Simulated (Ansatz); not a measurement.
# BLYP/def2-SVPD run of CH3AlF2 (SMILES [CH3][Al]([F])[F])

Aim: the electronic atomisation energy of CH3AlF2 at BLYP/def2-SVPD, from 5 runs. 

Program for the calculation: Ansatz 0.2.0.

46 further runs of the same task are left out: 46 set aside as unsound or not needed.

### Step 1. Starting point

The species is CH3AlF2 (7 atoms), meant as a singlet with charge 0. SMILES: `[CH3][Al]([F])[F]`. Geometry: relaxed at PBE0-D4/def2-TZVP.

Bond lengths: C1–Al2 1.926 Å, Al2–F3 1.644 Å, Al2–F4 1.644 Å, C1–H5 1.091 Å, C1–H6 1.093 Å, C1–H7 1.093 Å. Angles: C1–Al2–F3 121.5°, C1–Al2–F4 122.4°, F3–Al2–F4 116.1°, Al2–C1–H5 111.8°, Al2–C1–H6 110.6°, Al2–C1–H7 110.6°, H5–C1–H6 108.4°, H5–C1–H7 108.4°, H6–C1–H7 106.8°.

### Step 2. The energy at BLYP/def2-SVPD

Input file input.yaml:

```yaml
crystal:
  periodic: [false, false, false]
  atoms:
    - {symbol: C, position_ang: [-0.253600, 0.825900, -0.238700]}
    - {symbol: Al, position_ang: [0.293100, -0.956200, 0.245500]}
    - {symbol: F, position_ang: [1.513200, -1.219500, 1.315500]}
    - {symbol: F, position_ang: [-0.423400, -2.297600, -0.378600]}
    - {symbol: H, position_ang: [-1.075800, 0.816000, -0.956100]}
    - {symbol: H, position_ang: [-0.573400, 1.384500, 0.645100]}
    - {symbol: H, position_ang: [0.581100, 1.378900, -0.678200]}
basis:
  gaussian: {orbitals: def2-SVPD}
hamiltonian: {xc: {name: BLYP}}
accuracy: high
output: {orbitals: {seedname: orbitals}}
```

Command:

```
$ ansatz run input.yaml --threads 1 --pin off --max-ram 3480MiB --events-out events.jsonl --progress --plain --runs-dir runs
```

Standard output:

```text
Warning: RAYON_NUM_THREADS=1 ignored (pool sized by the plan → 1); use --threads N
Functional definition: BLYP
  name "BLYP"
  parameter beta = 0.0042
  parameter a = 0.04918
  parameter b = 0.132
  parameter c = 0.2533
  parameter d = 0.349
  exchange = b88_x(beta = beta)
  correlation = lyp_c(a = a, b = b, c = c, d = d)
2236 factors; integrals over basis functions are off by at most 3.2e-9 eV
mean field evaluation 1: about -13100.2470 eV, gradient 8.1e1 eV
mean field evaluation 2: about -13064.1406 eV, gradient 1.6e2 eV
mean field evaluation 4: about -13113.0803 eV, gradient 1.2e1 eV
mean field evaluation 8: about -13113.3919 eV, gradient 1.5e-1 eV
mean field evaluation 16: about -13113.3919 eV, gradient 6.6e-6 eV
mean field -13113.39191281 eV, -481.9082642195 hartree, gradient 2.3e-8 eV, S^2 0.000000; 0 other end points of the search recorded, 0 dependent functions left out
reference -13113.39196924 eV, -481.9082662932 hartree; 20, 20 occupied and 94, 94 virtual orbitals, 2236 factors
Total energy: -13113.39196924 eV, -481.9082662932 hartree
```

Run time: 9 s. Hardware: 1 thread of Arm Neoverse V1, shared host; peak memory 0.31 GiB.

### Step 3. The Al atom, same level

Input file in.yaml:

```yaml
basis:
  gaussian:
    orbitals: def2-SVPD
crystal:
  periodic: [false, false, false]
  atoms:
    - {symbol: Al, position_ang: [0.000000, 0.000000, 0.000000]}
total_charge: 0
magnetization:
  spin_polarized: true
  initial_magnetization: 1
hamiltonian:
  xc: {name: BLYP}
accuracy: high
```

Run the same way, it converges to -242.28785 Eh (log not shown).

### Step 4. The C atom at the same level

Input file input.yaml:

```yaml
crystal:
  periodic: [false, false, false]
  atoms:
    - {symbol: C, position_ang: [0.000000, 0.000000, 0.000000]}
basis:
  gaussian:
    orbitals: def2-SVPD
hamiltonian:
  xc: {name: BLYP}
magnetization:
  spin_polarized: true
  initial_magnetization: 2
accuracy: high
```

Run the same way, it converges to -37.80174 Eh (log not shown).

### Step 5. The F atom at the same level

Input file job.yaml:

```yaml
basis:
  gaussian:
    orbitals: def2-SVPD
crystal:
  periodic: [false, false, false]
  atoms:
    - {symbol: F, position_ang: [0.000000, 0.000000, 0.000000]}
magnetization:
  spin_polarized: true
  initial_magnetization: 1
hamiltonian:
  xc: {name: BLYP}
accuracy: high
```

Run the same way, it converges to -99.64446 Eh (log not shown).

### Step 6. The H atom, same level

Input file molecule.yaml:

```yaml
basis:
  gaussian:
    orbitals: def2-SVPD
crystal:
  periodic: [false, false, false]
  atoms:
    - {symbol: H, position_ang: [0.000000, 0.000000, 0.000000]}
magnetization:
  spin_polarized: true
  initial_magnetization: 1
accuracy: high
hamiltonian:
  xc: {name: BLYP}
```

Run the same way, it converges to -0.49640 Eh (log not shown).

### Step 7. Summary of results

Level: BLYP/def2-SVPD.

| quantity | value |
| --- | --- |
| molecule: total energy | -481.90827 Eh |
| molecule: HOMO energy | -7.91 eV |
| molecule: LUMO energy | -1.56 eV |
| molecule: HOMO–LUMO gap | 6.36 eV |
| Al atom: total energy | -242.28785 Eh |
| Al atom: ⟨S²⟩ | 0.753 |
| C atom: total energy | -37.80174 Eh |
| C atom: ⟨S²⟩ | 2.003 |
| F atom: total energy | -99.64446 Eh |
| F atom: ⟨S²⟩ | 0.751 |
| H atom: total energy | -0.49640 Eh |
| H atom: ⟨S²⟩ | 0.750 |
| electronic atomisation energy | 28.315 eV |

What this shows: Taking the molecule apart into free atoms costs 28.31 eV (2732 kJ/mol), before zero-point energy and without spin-orbit coupling.
